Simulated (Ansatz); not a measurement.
MgSi:

```xyz
2
Lattice="2.9084 0.0000 0.0000 0.0000 2.9084 0.0000 0.0000 0.0000 4.1034" Properties=species:S:1:pos:R:3 pbc="T T T"
Si    1.4542    1.4542    2.0517
Mg    0.0000    0.0000    0.0000
```

The cell comes from a database or a generator and needn't be the stable form of this composition.

- Program: Ansatz 0.2.0
- Task: relaxation of cell and atoms
- Functional: revPBE
- Potentials or basis: Ansatz PAW
- Cutoff: 420 eV (not typed: the program's choice for these potentials)
- k mesh: 9 × 9 × 7
- Occupations: fermi-dirac, width 0.05 eV
- Spin: no spin polarisation

At the start: volume 17.35 Å³/atom.

**Question.** Where does the relaxation end?

**Answer.** It ends after 5 steps and the volume is 17.93 Å³/atom (+3.3 %); space group P4/mmm (No. 123, to 0.05 Å).

Step by step:
```tsv
step	energy change (eV)	largest force (eV/Å)	volume (Å³)
1	0.0000	0.0000	34.71
2	-0.0385	0.0000	35.49
3	-0.0391	0.0000	35.94
4	-0.0392	0.0000	35.87
5	-0.0394	0.0000	35.87
```

Final structure:
```yaml
crystal:
  lattice:
    - [3.01900, 0.00000, 0.00000]
    - [0.00000, 3.01900, 0.00000]
    - [0.00000, 0.00000, 3.93515]
  atoms:
    - { symbol: Si, position: [0.50000, 0.50000, 0.50000] }
    - { symbol: Mg, position: [0.00000, 0.00000, 0.00000] }
```

Caveat: the plane-wave basis is chosen anew once the cell has moved, so the energies of steps on either side of that aren't comparable; the PAW data sets come from PBE, with cores solved anew for the run's functional, which leaves a small shift of forces and pressure.
